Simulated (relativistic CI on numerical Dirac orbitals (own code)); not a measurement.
**Ions of gold: ground levels and radial parameters**

Aim: one configuration for each member; how do the lowest level, the moment, the spin-orbit parameter and the size of the open shell change?

Method: Dirac-Coulomb-Breit CI, KLI orbitals optimised for each configuration, model QED (radiative potential, 1s self-energy scaled to tabulated hydrogen-like ionisation energies), valence Slater integrals scaled by 0.9. Code: relativistic CI on numerical Dirac orbitals (own code) version 3.

### Step 1. The system

```
members      : Au³²⁺ [Kr] 4d10 4f, Au³⁴⁺ [Kr] 4d9, Au³⁵⁺ [Kr] 4d8, Au³⁶⁺ [Kr] 4d7, Au³⁷⁺ [Kr] 4d6, Au³⁸⁺ [Kr] 4d5, Au³⁹⁺ [Kr] 4d4
Slater scale : 0.9
```

### Step 2. Au³²⁺, [Kr] 4d10 4f

Input settings:

```ini
atom Au  Z=79  charge=32  electrons=47
nucleus A=197  rms_radius_fm=5.4371
hamiltonian dirac-coulomb  breit=on  qed=on  c_scale=1
orbitals kli  potential=per-configuration
slater_scale 0.9
correlation none
mixing on
configurations
  [Kr] 4d10 4f
end
```

On the command line:

```sh
$ python run_levels.py task.json out
```

One command runs all members of the session, one after another, from task.json.

Main fields of the result record, rounded:

```text
status: converged
levels [i, E_cm, J2, conf, term, w_term, jj, w_jj, g, tau_s]:
  - [0, 0, 5, "4f", "2F*", 1, "4f5/2", 1, 0.8528, "-"]
  - [1, 46568.227, 7, "4f", "2F*", 1, "4f7/2", 1, 1.139, 0.00086]
lines, the strongest and those to the lowest levels [upper, lower, type, S_au, A_per_s, branching]:
  - [1, 0, "M1", 3.415, 1163, 1]
n_levels_all: 2
total_energy [Ha]: -18474.577027
configurations [conf, odd, states, E_av_cm, breit_Ha, qed_Ha, corr_Ha]:
  - ["4f", 1, 14, 26610.4, 21.55, 14.83, "-"]
radial 4f [Ha, bohr]: {"<r^-3>(4f)": 46.45, "<r^1>(4f)": 0.38653, "<r^2>(4f)": 0.17051, "<r^4>(4f)": 0.046716, "<r^6>(4f)": 0.018836, "zeta(4f)": 0.060399}
```

It took 0.13 s on 1 thread, shared host.

### Step 3. Au³⁴⁺, [Kr] 4d9

Input settings:

```ini
atom Au  Z=79  charge=34  electrons=45
nucleus A=197  rms_radius_fm=5.4371
hamiltonian dirac-coulomb  breit=on  qed=on  c_scale=1
orbitals kli  potential=per-configuration
slater_scale 0.9
correlation none
mixing on
configurations
  [Kr] 4d9
end
```

Result record:

```text
status: converged
levels [i, E_cm, J2, conf, term, w_term, jj, w_jj, g, tau_s]:
  - [0, 0, 5, "4d9", "2D", 1, "4d5/2^5", 1, 1.196, "-"]
  - [1, 191924.58, 3, "4d9", "2D", 1, "4d3/2^3 4d5/2^6", 1, 0.7946, 8.788e-06]
lines, the strongest and those to the lowest levels [upper, lower, type, S_au, A_per_s, branching]:
  - [1, 0, "M1", 2.385, 1.137e+05, 0.9993]
n_levels_all: 2
total_energy [Ha]: -18376.513063
configurations [conf, odd, states, E_av_cm, breit_Ha, qed_Ha, corr_Ha]:
  - ["4d9", 0, 10, 76769.8, 21.52, 14.84, "-"]
radial 4d9 [Ha, bohr]: {"<r^-3>(4d)": 213.9, "<r^1>(4d)": 0.40046, "<r^2>(4d)": 0.18344, "<r^4>(4d)": 0.049598, "zeta(4d)": 0.34908}
```

It took 0.1 s on 1 thread, shared host.

### Step 4. Au³⁵⁺, [Kr] 4d8

The settings differ from step 3 so:

```diff
@@ -1,2 +1,2 @@
-atom Au  Z=79  charge=34  electrons=45
+atom Au  Z=79  charge=35  electrons=44
 nucleus A=197  rms_radius_fm=5.4371
@@ -8,3 +8,3 @@
 configurations
-  [Kr] 4d9
+  [Kr] 4d8
 end
```

Result record:

```text
status: converged
levels [i, E_cm, J2, conf, term, w_term, jj, w_jj, g, tau_s]:
  - [0, 0, 8, "4d8", "3F", 0.8743, "4d5/2^4", 0.9898, 1.214, "-"]
  - [1, 28630.972, 4, "4d8", "1D", 0.4891, "4d5/2^4", 0.9978, 1.172, 67.53]
  - [2, 91163.318, 0, "4d8", "3P", 0.5365, "4d5/2^4", 0.9813, "-", 0.302]
  - [3, 185968.8, 6, "4d8", "3F", 1, "4d3/2^3 4d5/2^5", 1, 1.079, 6.458e-06]
  - [4, 216019.66, 4, "4d8", "3P", 0.5104, "4d3/2^3 4d5/2^5", 0.9897, 1.143, 1.127e-05]
  - [5, 230154.94, 2, "4d8", "3P", 1, "4d3/2^3 4d5/2^5", 1, 1.497, 9.814e-06]
  - [6, 235160.55, 8, "4d8", "1G", 0.8743, "4d3/2^3 4d5/2^5", 0.9898, 1.027, 2.073e-05]
  - [7, 396028.2, 4, "4d8", "3F", 0.5832, "4d3/2^2 4d5/2^6", 0.9909, 0.8368, 3.951e-06]
lines, the strongest and those to the lowest levels [upper, lower, type, S_au, A_per_s, branching]:
  - [3, 0, "M1", 5.867, 1.454e+05, 0.939]
  - [4, 1, "M1", 2.485, 8.82e+04, 0.9939]
  - [5, 1, "M1", 1.034, 7.606e+04, 0.7464]
  - [5, 2, "M1", 1.066, 2.574e+04, 0.2526]
  - [6, 0, "M1", 1.227, 4.782e+04, 0.9913]
n_levels_all: 9
total_energy [Ha]: -18320.359185
configurations [conf, odd, states, E_av_cm, breit_Ha, qed_Ha, corr_Ha]:
  - ["4d8", 0, 45, 175087, 21.48, 14.84, "-"]
radial 4d8 [Ha, bohr]: {"<r^-3>(4d)": 217.64, "<r^1>(4d)": 0.3975, "<r^2>(4d)": 0.18072, "<r^4>(4d)": 0.04805, "F2(4d,4d)": 1.1506, "F4(4d,4d)": 0.78267, "zeta(4d)": 0.35524}
```

Run time: 0.11 s. Hardware: 1 thread, shared host.

### Step 5. Au³⁶⁺, [Kr] 4d7

The settings differ from step 4 so:

```diff
@@ -1,2 +1,2 @@
-atom Au  Z=79  charge=35  electrons=44
+atom Au  Z=79  charge=36  electrons=43
 nucleus A=197  rms_radius_fm=5.4371
@@ -8,3 +8,3 @@
 configurations
-  [Kr] 4d8
+  [Kr] 4d7
 end
```

Result record:

```text
status: converged
levels [i, E_cm, J2, conf, term, w_term, jj, w_jj, g, tau_s]:
  - [0, 0, 9, "4d7", "4F", 0.5983, "4d5/2^3", 0.9849, 1.229, "-"]
  - [1, 40458.329, 3, "4d7", "2P", 0.4923, "4d5/2^3", 0.9895, 1.214, "-"]
  - [2, 62685.699, 5, "4d7", "2D", 0.4988, "4d5/2^3", 0.9628, 1.226, 0.3951]
  - [3, 185175.2, 7, "4d7", "4F", 0.8586, "4d3/2^3 4d5/2^4", 0.99, 1.187, 5.987e-06]
  - [4, 209809.57, 9, "4d7", "2H", 0.3605, "4d3/2^3 4d5/2^4", 0.9804, 1.111, 9.659e-06]
  - [5, 216465.38, 3, "4d7", "4P", 0.3591, "4d3/2^3 4d5/2^4", 0.9915, 1.018, 7.068e-06]
  - [6, 222589, 5, "4d7", "4P", 0.584, "4d3/2^3 4d5/2^4", 0.9731, 1.382, 1.206e-05]
  - [7, 229418.43, 1, "4d7", "4P", 0.5171, "4d3/2^3 4d5/2^4", 0.9975, 1.698, 8.63e-06]
lines, the strongest and those to the lowest levels [upper, lower, type, S_au, A_per_s, branching]:
  - [3, 0, "M1", 7.319, 1.567e+05, 0.9382]
  - [4, 0, "M1", 4.151, 1.034e+05, 0.9988]
  - [5, 1, "M1", 1.902, 6.994e+04, 0.4943]
  - [5, 2, "M1", 2.917, 7.153e+04, 0.5056]
  - [6, 1, "M1", 1.621, 4.402e+04, 0.5309]
n_levels_all: 19
total_energy [Ha]: -18262.132886
configurations [conf, odd, states, E_av_cm, breit_Ha, qed_Ha, corr_Ha]:
  - ["4d7", 0, 120, 274040, 21.45, 14.84, "-"]
radial 4d7 [Ha, bohr]: {"<r^-3>(4d)": 221.42, "<r^1>(4d)": 0.3946, "<r^2>(4d)": 0.17807, "<r^4>(4d)": 0.04657, "F2(4d,4d)": 1.1586, "F4(4d,4d)": 0.78843, "zeta(4d)": 0.36146}
```

Wall time 0.12 s (1 thread, shared host).

### Step 6. Au³⁷⁺, [Kr] 4d6

The settings differ from step 5 so:

```diff
@@ -1,2 +1,2 @@
-atom Au  Z=79  charge=36  electrons=43
+atom Au  Z=79  charge=37  electrons=42
 nucleus A=197  rms_radius_fm=5.4371
@@ -8,3 +8,3 @@
 configurations
-  [Kr] 4d7
+  [Kr] 4d6
 end
```

Result record:

```text
status: converged
levels [i, E_cm, J2, conf, term, w_term, jj, w_jj, g, tau_s]:
  - [0, 0, 8, "4d6", "3F", 0.4013, "4d5/2^2", 0.9711, 1.255, "-"]
  - [1, 25045.985, 4, "4d6", "3P", 0.3985, "4d5/2^2", 0.9675, 1.278, 169.1]
  - [2, 81011.537, 0, "4d6", "3P", 0.5244, "4d5/2^2", 0.9062, "-", 0.8711]
  - [3, 174397.36, 6, "4d6", "5D", 0.6423, "4d3/2^3 4d5/2^3", 0.9682, 1.358, 7.147e-06]
  - [4, 181085.74, 8, "4d6", "5D", 0.4405, "4d3/2^3 4d5/2^3", 0.9645, 1.177, 7.659e-06]
  - [5, 190153.35, 2, "4d6", "5D", 0.4934, "4d3/2^3 4d5/2^3", 0.9715, 1.296, 6.544e-06]
  - [6, 208940.8, 10, "4d6", "3G", 0.6057, "4d3/2^3 4d5/2^3", 0.9987, 1.13, 3.365e-05]
  - [7, 210345.24, 12, "4d6", "3H", 0.6693, "4d3/2^3 4d5/2^3", 0.9948, 1.107, 0.1746]
lines, the strongest and those to the lowest levels [upper, lower, type, S_au, A_per_s, branching]:
  - [3, 0, "M1", 5.239, 1.071e+05, 0.7653]
  - [3, 1, "M1", 2.555, 3.28e+04, 0.2344]
  - [4, 0, "M1", 7.336, 1.306e+05, 0.9999]
  - [5, 1, "M1", 3.414, 1.382e+05, 0.9043]
  - [6, 0, "M1", 1.318, 2.947e+04, 0.9919]
n_levels_all: 34
total_energy [Ha]: -18201.7148
configurations [conf, odd, states, E_av_cm, breit_Ha, qed_Ha, corr_Ha]:
  - ["4d6", 0, 210, 352517, 21.41, 14.85, "-"]
radial 4d6 [Ha, bohr]: {"<r^-3>(4d)": 225.24, "<r^1>(4d)": 0.39174, "<r^2>(4d)": 0.17549, "<r^4>(4d)": 0.045154, "F2(4d,4d)": 1.1665, "F4(4d,4d)": 0.79415, "zeta(4d)": 0.36774}
```

Wall time 0.13 s (1 thread, shared host).

### Step 7. Au³⁸⁺, [Kr] 4d5

The settings differ from step 6 so:

```diff
@@ -1,2 +1,2 @@
-atom Au  Z=79  charge=37  electrons=42
+atom Au  Z=79  charge=38  electrons=41
 nucleus A=197  rms_radius_fm=5.4371
@@ -8,3 +8,3 @@
 configurations
-  [Kr] 4d6
+  [Kr] 4d5
 end
```

Result record:

```text
status: converged
levels [i, E_cm, J2, conf, term, w_term, jj, w_jj, g, tau_s]:
  - [0, 0, 5, "4d5", "4P", 0.2618, "4d5/2", 0.9583, 1.309, "-"]
  - [1, 159152.37, 5, "4d5", "6S", 0.365, "4d3/2^3 4d5/2^2", 0.9252, 1.34, 7.186e-06]
  - [2, 199739.76, 7, "4d5", "4G", 0.3323, "4d3/2^3 4d5/2^2", 0.9927, 1.165, 1.409e-05]
  - [3, 204711.11, 3, "4d5", "4D", 0.3932, "4d3/2^3 4d5/2^2", 0.9864, 1.169, 6.054e-06]
  - [4, 206927.03, 11, "4d5", "2H", 0.4333, "4d3/2^3 4d5/2^2", 0.989, 1.108, "-"]
  - [5, 222479.38, 9, "4d5", "2G", 0.3048, "4d3/2^3 4d5/2^2", 0.9715, 1.138, 0.005355]
  - [6, 233681.48, 5, "4d5", "2D", 0.3136, "4d3/2^3 4d5/2^2", 0.9433, 1.136, 0.0001647]
  - [7, 243423.78, 1, "4d5", "4P", 0.4312, "4d3/2^3 4d5/2^2", 0.9116, 1.799, 0.0006773]
lines, the strongest and those to the lowest levels [upper, lower, type, S_au, A_per_s, branching]:
  - [1, 0, "M1", 7.678, 1.391e+05, 0.9999]
  - [2, 0, "M1", 2.616, 7.03e+04, 0.9906]
  - [3, 0, "M1", 2.855, 1.652e+05, 1]
  - [5, 2, "M1", 3.672, 116.5, 0.6238]
  - [6, 1, "M1", 1.878, 3496, 0.5758]
n_levels_all: 37
total_energy [Ha]: -18139.183369
configurations [conf, odd, states, E_av_cm, breit_Ha, qed_Ha, corr_Ha]:
  - ["4d5", 0, 252, 432804, 21.38, 14.85, "-"]
radial 4d5 [Ha, bohr]: {"<r^-3>(4d)": 229.1, "<r^1>(4d)": 0.38892, "<r^2>(4d)": 0.17297, "<r^4>(4d)": 0.043799, "F2(4d,4d)": 1.1744, "F4(4d,4d)": 0.79983, "zeta(4d)": 0.37408}
```

Wall time 0.13 s (1 thread, shared host).

### Step 8. Au³⁹⁺, [Kr] 4d4

The settings differ from step 7 so:

```diff
@@ -1,2 +1,2 @@
-atom Au  Z=79  charge=38  electrons=41
+atom Au  Z=79  charge=39  electrons=40
 nucleus A=197  rms_radius_fm=5.4371
@@ -8,3 +8,3 @@
 configurations
-  [Kr] 4d5
+  [Kr] 4d4
 end
```

Result record:

```text
status: converged
levels [i, E_cm, J2, conf, term, w_term, jj, w_jj, g, tau_s]:
  - [0, 0, 0, "4d4", "3P", 0.5965, "4d3/2^4", 0.9863, "-", "-"]
  - [1, 176695.66, 2, "4d4", "5D", 0.5867, "4d3/2^3 4d5/2", 0.9878, 1.496, 7.236e-06]
  - [2, 219566.09, 8, "4d4", "3F", 0.284, "4d3/2^3 4d5/2", 0.9864, 1.069, "-"]
  - [3, 225871.92, 4, "4d4", "5D", 0.3662, "4d3/2^3 4d5/2", 0.9309, 1.217, 0.0004899]
  - [4, 237334.16, 6, "4d4", "3F", 0.2998, "4d3/2^3 4d5/2", 0.9496, 1.129, 0.01489]
  - [5, 384126.42, 0, "4d4", "5D", 0.6617, "4d3/2^2 4d5/2^2", 0.9789, "-", 2.76e-06]
  - [6, 386880.08, 4, "4d4", "5D", 0.505, "4d3/2^2 4d5/2^2", 0.945, 1.263, 4.016e-06]
  - [7, 395053.65, 8, "4d4", "3H", 0.3995, "4d3/2^2 4d5/2^2", 0.9804, 1.149, 7.068e-06]
lines, the strongest and those to the lowest levels [upper, lower, type, S_au, A_per_s, branching]:
  - [1, 0, "M1", 2.786, 1.382e+05, 1]
  - [3, 0, "E2", 0.008855, 116.6, 0.05712]
  - [3, 1, "M1", 3, 1925, 0.9429]
  - [5, 1, "M1", 1.505, 3.623e+05, 1]
  - [6, 1, "M1", 4.079, 2.043e+05, 0.8207]
n_levels_all: 34
total_energy [Ha]: -18074.56596
configurations [conf, odd, states, E_av_cm, breit_Ha, qed_Ha, corr_Ha]:
  - ["4d4", 0, 210, 525974, 21.34, 14.85, "-"]
radial 4d4 [Ha, bohr]: {"<r^-3>(4d)": 233.0, "<r^1>(4d)": 0.38615, "<r^2>(4d)": 0.17051, "<r^4>(4d)": 0.042501, "F2(4d,4d)": 1.1823, "F4(4d,4d)": 0.80545, "zeta(4d)": 0.38049}
```

It took 0.13 s on 1 thread, shared host.

### Step 9. The trend

```tsv
ion	open shell	lowest level	LS (%)	g	moment (μB)	ζ (cm⁻¹)	F² (cm⁻¹)	<r> (bohr)
Au³²⁺	4f	2F°5/2	100	0.853	2.52	13260	-	0.387
Au³⁴⁺	4d	2D5/2	100	1.196	3.54	76610	-	0.400
Au³⁵⁺	4d	3F4	87	1.214	5.43	77970	252522	0.398
Au³⁶⁺	4d	4F9/2	60	1.229	6.11	79330	254278	0.395
Au³⁷⁺	4d	3F4 + 5D	40	1.255	5.61	80710	256023	0.392
Au³⁸⁺	4d	4P5/2 + 2D	26	1.309	3.87	82100	257757	0.389
Au³⁹⁺	4d	3P0	60	-	0.00	83510	259482	0.386
```

ζ, F² and <r> are unscaled and averaged over j; the moment is g√(J(J+1)) of the lowest level.

### Step 10. Outcome

| quantity | value |
| --- | --- |
| lowest levels | Au³²⁺ 2F°5/2, Au³⁴⁺ 2D5/2, Au³⁵⁺ 3F4, Au³⁶⁺ 4F9/2, Au³⁷⁺ 3F4 + 5D, Au³⁸⁺ 4P5/2 + 2D, Au³⁹⁺ 3P0 |
| largest moment | 6.11 μB (Au³⁶⁺) |
| ζ, first and last | 4f 13300, 4d 83500 cm⁻¹ |
| <r>, first and last | 4f 0.387, 4d 0.386 bohr |

In words: The open shell changes along the series (4f, 4d), so ζ and <r> compare only within one shell. The largest moment belongs to Au³⁶⁺. For Au³⁶⁺, Au³⁷⁺, Au³⁸⁺, Au³⁹⁺ the LS label holds under 70 % of the lowest level: spin-orbit coupling mixes terms. NIST names the ground level of Au³⁷⁺ 5D4. NIST names the ground level of Au³⁹⁺ 5D0.
